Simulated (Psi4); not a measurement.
# CCSD/def2-SVP run of B2NH2OF (SMILES OB1NB1F)

What is the vertical ionisation energy of B2NH2OF at CCSD/def2-SVP? 

Program for the calculation: Psi4 1.11.

## 1. The structure to begin with

B2NH2OF has 7 atoms, charge 0, and is taken as a singlet. SMILES: `OB1NB1F`. Geometry: relaxed at PBE0-D4/def2-TZVP. This is one conformer, not always the lowest.

Bond lengths: O1–B2 1.347 Å, B2–N3 1.423 Å, B2–B4 1.598 Å, N3–B4 1.403 Å, B4–F5 1.317 Å, O1–H6 0.959 Å, N3–H7 1.012 Å. Angles: O1–B2–N3 134.0°, O1–B2–B4 171.0°, N3–B2–B4 55.0°, B2–N3–B4 68.8°, B2–B4–N3 56.2°, B2–B4–F5 168.4°, N3–B4–F5 135.4°, B2–O1–H6 112.9°, B2–N3–H7 144.6°, B4–N3–H7 146.6°.

## 2. The energy at CCSD/def2-SVP

run.py reads:

```python
import psi4

psi4.set_memory(2200000000)
psi4.set_num_threads(1)
psi4.set_output_file('run.log', False)

geom = psi4.geometry("""
0 1
O
B 1 1.346984
N 2 1.42309 1 134.03307
B 3 1.402812 2 68.84864 1 -179.96935
F 4 1.317119 3 135.43543 2 179.94514
H 1 0.959185 2 112.86082 3 -179.97154
H 3 1.011778 4 146.57393 5 -0.03953
symmetry c1
""")

psi4.set_options({
    'basis': 'def2-SVP',
    'reference': 'rhf',
    'puream': True,
    'e_convergence': 1e-09,
    'd_convergence': 1e-08,
    'scf_type': 'pk',
    'num_frozen_docc': 5,
})

energy_value = psi4.energy("ccsd")
print('E =', round(energy_value, 9))
```

Command:

```bash
$ python run.py
```

run.log:

```text
[...]
  Running in c1 symmetry.
[...]
  Nuclear repulsion =  135.227790667686122
[...]
  Multiplicity = 1
[...]
  Nalpha       = 18
  Nbeta        = 18
[...]
    Number of basis functions: 80
[...]
   @RHF iter   1:  -279.06723911501422   -8.77432e-01   6.76799e-03 ADIIS/DIIS
[...]
   @RHF iter  12:  -279.18858937305112   -1.53477e-12   6.51149e-09 DIIS
[...]
    Orbital Energies [Eh]
    ---------------------
    Doubly Occupied:
       1A    -26.290560     2A    -20.576035     3A    -15.566852
       4A     -7.664408     5A     -7.640819     6A     -1.584334
       7A     -1.358261     8A     -1.181656     9A     -0.796619
      10A     -0.768518    11A     -0.751706    12A     -0.686168
      13A     -0.674904    14A     -0.610103    15A     -0.561726
      16A     -0.540970    17A     -0.457445    18A     -0.384017
[...]
  @RHF Final Energy:  -279.18858937305112
   => Energetics <=
    Nuclear Repulsion Energy =            135.2277906676861221
    One-Electron Energy =                -652.6425539998059548
    Two-Electron Energy =                 238.2261739590687171
    Total Energy =                       -279.1885893730511157
[...]
 Multipole Moments:
 ------------------------------------------------------------------------------------
     Multipole            Electronic (a.u.)      Nuclear  (a.u.)        Total (a.u.)
 ------------------------------------------------------------------------------------
 L = 1.  Multiply by 2.5417464519 to convert [e a0] to [Debye]
 Dipole X            :         -0.0014770            0.0026784            0.0012013
 Dipole Y            :          1.8215980           -1.9662970           -0.1446990
 Dipole Z            :          3.4343332           -3.8750498           -0.4407166
 Magnitude           :                                                    0.4638646
[...]
      * MP2 total energy                      = -279.876008044658647
[...]
      * CCSD total energy                     = -279.896766527182649
```

On the terminal:

```text
E = -279.896766527
```

It took 20 s on 1 thread of AMD EPYC 7R43 (Zen 3), shared host; peak memory 0.43 GiB.

## 3. The doublet cation

job.json reads:

```json
{
 "schema_name": "qcschema_input",
 "schema_version": 1,
 "molecule": {
  "schema_name": "qcschema_molecule",
  "schema_version": 2,
  "symbols": ["O", "B", "N", "B", "F", "H", "H"],
  "geometry": [-2.41261334, 0.33334769, 2.47195074, -0.7162062, 0.28383686, 0.57485469, 1.19468486, -1.45168761, -0.17914604, 1.10926924, 0.64193996, -1.8029877, 2.36215766, 1.36835069, -3.82726232, -3.45706497, 1.81451502, 2.44417177, 2.03561298, -3.118804, 0.23224734],
  "molecular_charge": 1,
  "molecular_multiplicity": 2,
  "fix_symmetry": "c1",
  "fix_com": true,
  "fix_orientation": true
 },
 "driver": "energy",
 "model": {
  "method": "ccsd",
  "basis": "def2-SVP"
 },
 "keywords": {
  "reference": "uhf",
  "puream": true,
  "e_convergence": 1e-09,
  "d_convergence": 1e-08,
  "scf_type": "pk",
  "num_frozen_docc": 5,
  "maxiter": 100
 }
}
```

Command:

```bash
$ psi4 --qcschema job.json -n 1 --memory 2200MB
```

stdout:

```text
[...]
  Running in c1 symmetry.
[...]
  Nuclear repulsion =  135.227784738230014
[...]
  Multiplicity = 2
[...]
  Nalpha       = 18
  Nbeta        = 17
[...]
    Number of basis functions: 80
[...]
   @UHF iter   1:  -278.72860340659327   -5.38796e-01   6.51743e-03 DIIS/ADIIS
[...]
   @UHF iter  18:  -278.85039910692672   -1.36424e-12   4.34169e-09 DIIS
[...]
   @S^2 Observed:                7.592907727E-01
[...]
    Orbital Energies [Eh]
    ---------------------
    Alpha Occupied:
       1A    -26.549538     2A    -20.831838     3A    -15.863146
       4A     -8.008833     5A     -7.980345     6A     -1.837303
       7A     -1.610413     8A     -1.489302     9A     -1.107852
      10A     -1.019333    11A     -1.002615    12A     -0.947658
      13A     -0.923630    14A     -0.875564    15A     -0.821596
      16A     -0.815810    17A     -0.755914    18A     -0.722563
    Alpha Virtual:
      19A     -0.121821    20A     -0.047575    21A     -0.037108
      22A     -0.013368    23A     -0.005856    24A      0.046093
      25A      0.088092    26A      0.122383    27A      0.175290
[...]
  @UHF Final Energy:  -278.85039910692672
   => Energetics <=
    Nuclear Repulsion Energy =            135.2277847382300138
    One-Electron Energy =                -642.8323862114664280
    Two-Electron Energy =                 228.7542023663096700
    Total Energy =                       -278.8503991069267158
  UHF NO Occupations:
  HONO-2 :   16  A 1.9989932
  HONO-1 :   17  A 1.9973405
[...]
 Multipole Moments:
 ------------------------------------------------------------------------------------
     Multipole            Electronic (a.u.)      Nuclear  (a.u.)        Total (a.u.)
 ------------------------------------------------------------------------------------
 L = 1.  Multiply by 2.5417464519 to convert [e a0] to [Debye]
 Dipole X            :        -11.0689945           10.8651694           -0.2038251
 Dipole Y            :         -7.7552888            8.1447196            0.3894308
 Dipole Z            :         19.2896069          -19.3880232           -0.0984162
 Magnitude           :                                                    0.4504295
[...]
      * MP2 total energy                      = -279.524594716826755
[...]
      * CCSD total energy                     = -279.542384623043006
[...]
```

The result, in JSON:

```text
{
 "driver": "energy",
 "model": {
  "method": "ccsd",
  "basis": "def2-SVP"
 },
 "success": true,
 "return_result": -279.542384623043,
 "properties": {
  "calcinfo_nbasis": 80,
  "calcinfo_nmo": 80,
  "calcinfo_nalpha": 18,
  "calcinfo_nbeta": 17,
  "calcinfo_natom": 7,
  "nuclear_repulsion_energy": 135.22778473823,
  "return_energy": -279.542384623043,
  "scf_one_electron_energy": -642.8323862114664,
  "scf_two_electron_energy": 228.75420236630967,
  "scf_dipole_moment": [-0.20382508762166474, 0.38943076953991795, -0.09841624765789447],
  "scf_total_energy": -278.8503991069267,
  "scf_iterations": 18,
  "mp2_same_spin_correlation_energy": -0.18413721727719054,
  "mp2_opposite_spin_correlation_energy": -0.49005839262321116,
  "mp2_singles_energy": -1.0622692158144847e-27,
  "mp2_doubles_energy": -0.6741956099004017,
  "mp2_correlation_energy": -0.6741956099004017,
  "mp2_total_energy": -279.52459471682675,
  "ccsd_same_spin_correlation_energy": -0.1637542520932549,
  "ccsd_opposite_spin_correlation_energy": -0.528231264023403,
  "ccsd_singles_energy": -1.2255892017149534e-16,
  "ccsd_doubles_energy": -0.6919855161166579,
  "ccsd_correlation_energy": -0.691985516116658,
  "ccsd_total_energy": -279.542384623043,
  "ccsd_iterations": 22
 }
}
```

Run time: 58 s. Hardware: 1 thread of AMD EPYC 7R43 (Zen 3), shared host; peak memory 0.51 GiB.

## 4. What came out

At CCSD/def2-SVP, 5 core orbitals frozen:

```
                                                                  quantity          value
                                             singlet B2NH2OF: total energy  -279.89677 Eh
                      singlet B2NH2OF: HOMO energy (Hartree–Fock orbitals)      -10.45 eV
                      singlet B2NH2OF: LUMO energy (Hartree–Fock orbitals)        4.25 eV
                    singlet B2NH2OF: HOMO–LUMO gap (Hartree–Fock orbitals)       14.70 eV
              singlet B2NH2OF: correlation energy (5 core orbitals frozen)     -708.2 mEh
                                            singlet B2NH2OF: T1 diagnostic          0.014
                                              doublet cation: total energy  -279.54238 Eh
doublet cation: HOMO energy (Hartree–Fock orbitals) (highest over α and β)      -19.66 eV
 doublet cation: LUMO energy (Hartree–Fock orbitals) (lowest over α and β)       -8.03 eV
               doublet cation: correlation energy (5 core orbitals frozen)     -692.0 mEh
                         doublet cation: ⟨S²⟩ of the reference determinant          0.759
                                             doublet cation: T1 diagnostic          0.030
                        vertical ionisation energy (to the doublet cation)       9.643 eV
```

In words: Removing an electron at fixed nuclei costs 9.64 eV (222 kcal/mol).
